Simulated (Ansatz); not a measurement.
**GeAsH₃ (triplet): from Hartree-Fock to the top rungs at a displaced geometry (v2), cc-pVDZ**

Aim: climb from Hartree-Fock through coupled cluster for GeAsH₃ (triplet) at one geometry and basis, and see what each rung misses.

Computed with Ansatz 0.2.0, Gaussian basis. Level: cc-pVDZ, core rule «outside noble gas», up to 28 orbitals frozen.

The runs, in order: UHF; CCSD(T) on ROHF; CCSD(T) on UHF; BCCD(T) on ROHF; CISD; CCSDT(Q) on ROHF; CCSDT(Q) on UHF.

27 further runs of the same task are left out: 17 that didn't finish, 10 set aside as unsound or not needed.

### Step 1. The geometry

The geometry is a PBE0/def2-TZVP stationary point (not a proven minimum) with its atoms shifted at random (size 0.100 Å). No spin-orbit coupling is included. The filled d shell of Ge, As may be among the frozen orbitals whatever the setting's name suggests; the logs give the count.

5 atoms, charge 0, spin multiplicity 3.

Atoms are counted from 1 here; the program's logs count them from 0.

Bond lengths: Ge1–As2 2.252 Å, Ge1–H3 1.551 Å, Ge1–H4 1.598 Å, Ge1–H5 1.691 Å. Angles: As2–Ge1–H3 113.4°, As2–Ge1–H4 109.6°, As2–Ge1–H5 112.7°, H3–Ge1–H4 108.8°, H3–Ge1–H5 107.1°, H4–Ge1–H5 104.9°.

### Step 2. UHF

Contents of in.yaml:

```yaml
crystal:
  periodic: [false, false, false]
  atoms:
    - {symbol: Ge, position_ang: [-1.108563, -0.011049, -0.003272]}
    - {symbol: As, position_ang: [1.143763, 0.014022, 0.004023]}
    - {symbol: H, position_ang: [-1.739656, 1.405611, 0.003041]}
    - {symbol: H, position_ang: [-1.639350, -0.817921, 1.269234]}
    - {symbol: H, position_ang: [-1.746881, -0.833703, -1.335464]}
basis:
  gaussian: {orbitals: cc-pVDZ}
magnetization: {spin_polarized: true, initial_magnetization: 2}
hamiltonian: {xc: hf}
output: {orbitals: {seedname: orbitals}}
```

Run with:

```sh
ansatz run in.yaml --threads 1 --pin off --events-out ev --progress --plain --max-ram 2393MiB
```

After this run come: CCSD(T) on ROHF; CCSD(T) on UHF; BCCD(T) on ROHF; CISD; CCSDT(Q) on ROHF; CCSDT(Q) on UHF.

**Question.** What will the summary of the whole plan be? Wanted: UCCSDT(Q) below the RHF energy; RMP2 from UCCSDT(Q); UMP2 from UCCSDT(Q); RCCSD from UCCSDT(Q); RCCSD(T) from UCCSDT(Q); UCCSD(T) from UCCSDT(Q); RCCSDT(Q) from UCCSDT(Q); T1 diagnostic.

**Answer**, as computed:

| quantity | value |
| --- | --- |
| UCCSDT(Q) below the RHF energy | -5.9401 eV |
| RMP2 from UCCSDT(Q) | +1234.3 meV |
| UMP2 from UCCSDT(Q) | +1245.3 meV |
| RCCSD from UCCSDT(Q) | +182.7 meV |
| RCCSD(T) from UCCSDT(Q) | +42.7 meV |
| UCCSD(T) from UCCSDT(Q) | +34.7 meV |
| RCCSDT(Q) from UCCSDT(Q) | +8.1 meV |
| levels within 1 kcal/mol (43 meV) | RCCSD(T), UCCSD(T), BCCD(T), RCCSDT, UCCSDT, RCCSDT(Q) |
| T1 diagnostic | 0.018 |

What this shows: RCCSD(T) misses by +42.7 meV, 0.7 % of the correlation energy. These misses are within one basis, not against nature; the frozen cores of restricted and unrestricted runs differ, which can shift their rows.
